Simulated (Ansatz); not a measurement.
# C3H8GeO: the cost of one run

Method: RKS B3LYP-D4/def2-SVP, in Ansatz 0.2.0.

## 1. The starting structure

Bond lengths: C1–C2 1.478 Å, C2–C3 1.501 Å, C2–O4 1.390 Å, C2–Ge5 1.918 Å, O4–Ge5 1.822 Å, C1–H6 1.104 Å, C1–H7 1.085 Å, C1–H8 1.173 Å, C3–H9 1.157 Å, C3–H10 1.141 Å, C3–H11 1.087 Å, Ge5–H12 1.573 Å, Ge5–H13 1.608 Å. Angles (14 of 25 angles, heavy atoms first): C1–C2–C3 116.5°, C1–C2–O4 117.8°, C1–C2–Ge5 118.5°, C3–C2–O4 111.6°, C3–C2–Ge5 117.4°, O4–C2–Ge5 64.6°, C2–O4–Ge5 71.9°, C2–Ge5–O4 43.5°, C2–C1–H6 112.6°, C2–C1–H7 112.1°, C2–C1–H8 108.2°, C2–C3–H9 109.8°, C2–C3–H10 111.5°, C2–C3–H11 112.2°.

As a file:

```xyz
13

C    -1.4817   -0.2706   -0.0971
C    -0.0183   -0.0799   -0.1736
C     0.8312   -1.2558    0.2110
O     0.4916    0.5771   -1.2869
Ge    0.6947    1.6693    0.1567
H    -1.8410   -0.3838    0.9410
H    -1.8201   -1.0891   -0.7237
H    -2.0002    0.7042   -0.4935
H     0.7052   -1.4782    1.3389
H     1.9419   -1.0259    0.0914
H     0.5870   -2.1441   -0.3658
H     2.2415    1.8263    0.3977
H    -0.3114    2.9157    0.0187
```

## 2. Relaxing end A

Input file input.yaml:

```yaml
crystal:
  periodic: [false, false, false]
  atoms:
    - { symbol: C, position_ang: [-1.4817, -0.2706, -0.0971] }
    - { symbol: C, position_ang: [-0.0183, -0.0799, -0.1736] }
    - { symbol: C, position_ang: [0.8312, -1.2558, 0.211] }
    - { symbol: O, position_ang: [0.4916, 0.5771, -1.2869] }
    - { symbol: Ge, position_ang: [0.6947, 1.6693, 0.1567] }
    - { symbol: H, position_ang: [-1.841, -0.3838, 0.941] }
    - { symbol: H, position_ang: [-1.8201, -1.0891, -0.7237] }
    - { symbol: H, position_ang: [-2.0002, 0.7042, -0.4935] }
    - { symbol: H, position_ang: [0.7052, -1.4782, 1.3389] }
    - { symbol: H, position_ang: [1.9419, -1.0259, 0.0914] }
    - { symbol: H, position_ang: [0.587, -2.1441, -0.3658] }
    - { symbol: H, position_ang: [2.2415, 1.8263, 0.3977] }
    - { symbol: H, position_ang: [-0.3114, 2.9157, 0.0187] }
basis:
  gaussian: { orbitals: def2-SVP }
hamiltonian:
  xc: b3lyp
  dispersion: d4
relax:
  f_tol: 0.015
  max_steps: 40
```

On the command line:

```
> ansatz run input.yaml --threads 2 --pin off --max-ram 3072MiB --backend cpu --events-out ev --progress --plain --runs-dir out
```

What time and memory should one allow on 2 threads of Intel Xeon Platinum 8488C (Sapphire Rapids), shared host?

About 26 s, with a peak of 0.35 GiB.
